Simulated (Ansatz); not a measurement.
# CH₃CdClS: a ladder of functionals and wavefunction methods

How much do the methods differ for CH₃CdClS? The plan is to run it at one geometry with functionals of several rungs and with coupled cluster. The yardstick is the atomisation energy at the CCSD(T) limit.

The runs use Ansatz 0.2.0, Gaussian basis; functionals in def2-TZVPP, the program's frozen cores in correlated methods.

Levels to be run: LDA (SPW92), PBE-D4, revPBE-D4, BLYP-D4, r2SCAN-D4, B97M-V, PBE0-D4, B3LYP-D4, r2SCANh-D4, r2SCAN0-D4, HSE06-D4, BHLYP-D4, CAM-B3LYP-D4, LC-ωPBE, ωB97X-V, ωB97M-V, B2PLYP, PBE-QIDH; CCSD(T)/def2-SVP; CCSD(T)/def2-TZVPP; CCSD(T)/def2-QZVPP; extrapolation to the limit; RPA on PBE.

## Step 1: The relaxed structure

The geometry comes from an earlier relaxation with PBE0-D4 in a triple-zeta def2 set; it is a stationary point, not always the lowest conformer. Cd takes the def2 core potential; no spin-orbit term is included.

SMILES `C[S][Cd][Cl]`, 7 atoms, charge 0, spin multiplicity 1.

Atoms are counted from 1 here; the program's logs count them from 0.

Bond lengths: C1–S2 1.822 Å, C1–H5 1.089 Å, C1–H6 1.090 Å, C1–H7 1.089 Å, S2–Cd3 2.324 Å, Cd3–Cl4 2.283 Å. Angles: S2–C1–H5 112.0°, S2–C1–H6 105.8°, S2–C1–H7 112.0°, H5–C1–H6 108.4°, H5–C1–H7 110.1°, H6–C1–H7 108.4°, C1–S2–Cd3 102.8°, S2–Cd3–Cl4 179.1°.

## Step 2: LDA

This LDA is Slater exchange with PW92 correlation.

Contents of in.yaml:

```yaml
crystal:
  periodic: [false, false, false]
  atoms:
    - {symbol: C, position_ang: [-0.240374, 1.241963, -0.133888]}
    - {symbol: S, position_ang: [0.954504, 0.342752, 0.906768]}
    - {symbol: Cd, position_ang: [0.540858, -1.879347, 0.366287]}
    - {symbol: Cl, position_ang: [0.160810, -4.072221, -0.140982]}
    - {symbol: H, position_ang: [-1.269778, 0.986830, 0.112806]}
    - {symbol: H, position_ang: [-0.086438, 2.299217, 0.084492]}
    - {symbol: H, position_ang: [-0.059591, 1.080818, -1.195482]}
basis:
  gaussian: {orbitals: def2-TZVPP}
hamiltonian: {xc: lda}
output: {orbitals: {seedname: orbitals}}
```

Started as:

```bash
> ansatz run in.yaml --threads 2 --pin off --events-out ev --progress --plain --max-ram 32768MiB --backend cpu
```

The runs that follow: PBE-D4 (GGA); revPBE-D4 (GGA); BLYP-D4 (GGA); r2SCAN-D4 (meta-GGA); B97M-V (meta-GGA); PBE0-D4 (hybrid); B3LYP-D4 (hybrid); r2SCANh-D4 (hybrid); r2SCAN0-D4 (hybrid); HSE06-D4 (hybrid); BHLYP-D4 (hybrid); CAM-B3LYP-D4 (range-separated); LC-ωPBE (range-separated); ωB97X-V (range-separated); ωB97M-V (range-separated); B2PLYP (double hybrid); PBE-QIDH (double hybrid); CCSD(T) in def2-SVP; CCSD(T) in def2-TZVPP; CCSD(T) in def2-QZVPP; RPA on PBE orbitals.

**Question.** What will the summary of the whole plan be? Wanted: atomisation energy, CCSD(T)/CBS; farthest beyond LDA; mean size of error, GGA; mean size of error, meta-GGA; mean size of error, hybrid; mean size of error, range-separated; mean size of error, double hybrid; gap, smallest and largest; T1 diagnostic.

**Answer**, as computed:

```
                               quantity                                              value
        atomisation energy, CCSD(T)/CBS                                          21.425 eV
    functionals within 0.107 eV (0.5 %)  B97M-V, r2SCANh-D4, r2SCAN0-D4, LC-ωPBE, PBE-QIDH
                    farthest beyond LDA                               BHLYP-D4 (-0.713 eV)
                mean size of error, GGA                                           0.354 eV
           mean size of error, meta-GGA                                           0.153 eV
             mean size of error, hybrid                                           0.245 eV
    mean size of error, range-separated                                           0.178 eV
      mean size of error, double hybrid                                           0.266 eV
              gap, smallest and largest          3.22 eV (LDA (SPW92)), 10.14 eV (LC-ωPBE)
                          T1 diagnostic                                             0.0129
triples share of the correlation energy                                              3.5 %
```

**Reading.** The LDA atomisation energy is off by 3.174 eV (15 %): it overbinds. PBE-D4 misses by +0.341 eV. Double hybrids carry the basis error of their MP2 part in triple zeta, and no dispersion term here, so their miss is partly the set-up's. By mean error the best rung here is meta-GGA (0.153 eV) and the worst beyond LDA is GGA (0.354 eV). The gap between the best rungs is small, so their order is not settled. The reference freezes the cores and leaves out spin-orbit coupling and excitations past (T), so misses under about 0.107 eV can't be ranked. All levels share the lack of spin-orbit coupling, which lowers the free heavy atoms and so the true binding. Hartree-Fock recovers 73 % of the binding; the rest is correlation. CCSD(T) in def2-SVP is off by -1.450 eV, worse than the median functional, from the basis alone. Orbital gaps span 3.2 to 10.1 eV; exact exchange widens them. Correlated methods include outer-core shells of Cd, which these sets cover unevenly.
